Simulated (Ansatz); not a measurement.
# K+ with HBr: structure and interaction energy

Aim: relax the pair, then compute its interaction energy with counterpoise at many levels, up to CCSD(T).

Method: PBE0-D4 structure, single points in def2-TZVPPD; program: Ansatz 0.2.0, Gaussian basis.

Levels: PBE-D4, revPBE-D4, BLYP-D4, r2SCAN-D4, B97M-V, PBE0-D4, B3LYP-D4, HSE06-D4, wB97X-V, wB97M-V, B2PLYP, Hartree-Fock, MP2, CCSD, CCSD(T). The reference is CCSD(T) extrapolated to the basis limit. For elements past Ar these valence bases correlate outer-core shells poorly and lack relativity, so that limit is rough.

Correlated methods freeze the cores. Filled d shells of the heavier atoms are correlated. The outer core shell of Li, Na, Mg and K is correlated. B3LYP uses VWN-RPA correlation. B2PLYP carries no dispersion term here.

163 further runs of the same task are left out: 163 set aside as unsound or not needed.

### 1 The starting structure

The pair, from a GFN2-xTB docking trial: 3 atoms, charge 1, spin multiplicity 1.

Atoms are counted from 1 here; the program's logs count them from 0.

Bond lengths: K1–Br2 3.092 Å, Br2–H3 1.392 Å. Angles: K1–Br2–H3 140.6°.

Geometry (Å):

```csv
atom,x (Å),y (Å),z (Å)
K1,-0.0776,0.1810,-2.4298
Br2,-0.1265,0.2951,0.6597
H3,0.2040,-0.4761,1.7701
```

Atoms 1 to 1 are fragment A (K+), the rest fragment B (HBr).

### 2 A first relaxation in a small basis

pre/in.yaml reads:

```yaml
crystal:
  periodic: [false, false, false]
  atoms:
    - {symbol: K, position_ang: [-0.077600, 0.181000, -2.429800]}
    - {symbol: Br, position_ang: [-0.126500, 0.295100, 0.659700]}
    - {symbol: H, position_ang: [0.204000, -0.476100, 1.770100]}
basis:
  gaussian: {orbitals: def2-SVP}
total_charge: 1
hamiltonian: {xc: pbe, dispersion: d4}
relax: {f_tol: 0.03, max_steps: 250}
```

Command:

```sh
$ ansatz run in.yaml --threads 2 --pin off --events-out ev --progress --plain --max-ram 5222MiB
```

The runs that follow: Relaxation at PBE0-D4; wB97X-V/def2-TZVPPD; wB97M-V/def2-TZVPPD; B2PLYP/def2-TZVPPD; B97M-V/def2-TZVPPD; CCSD(T)/def2-TZVPPD; Vibrations of the pair.

Before running it: what results should come out? Wanted: interaction energy, CCSD(T)/CBS; of it Hartree-Fock; D4 term of PBE0-D4; shortest contact; lowest wavenumber.

As calculated:

| quantity | value |
| --- | --- |
| interaction energy, CCSD(T)/CBS | -29.97 kJ/mol |
| of it Hartree-Fock (basis limit) | -24.18 kJ/mol |
| D4 term of PBE0-D4 | -2.05 kJ/mol |
| shortest contact | K1–Br2 3.35 Å |
| lowest wavenumber | 90 cm⁻¹ |

**Reading.** The pair is bound by 29.97 kJ/mol at fixed fragment shapes. Hartree-Fock gives 81 % of it, so electrostatics, induction and charge transfer lead. wB97X-V is the best functional here (+0.38 kJ/mol from CCSD(T)/CBS); B2PLYP is the worst (+2.69 kJ/mol). Mean unsigned error by rung: GGA 0.99, meta-GGA 0.93, hybrid 0.75, screened hybrid 0.81, range-separated hybrid 0.39, double hybrid 2.69 kJ/mol. PBE-D4 gives an interaction energy 1.57 kJ/mol too low, an error of 5 % of the reference. CCSD(T) moves by -3.84 kJ/mol from triple zeta to the limit; gaps between functionals far smaller than that don't rank them. A lower arrangement may exist.
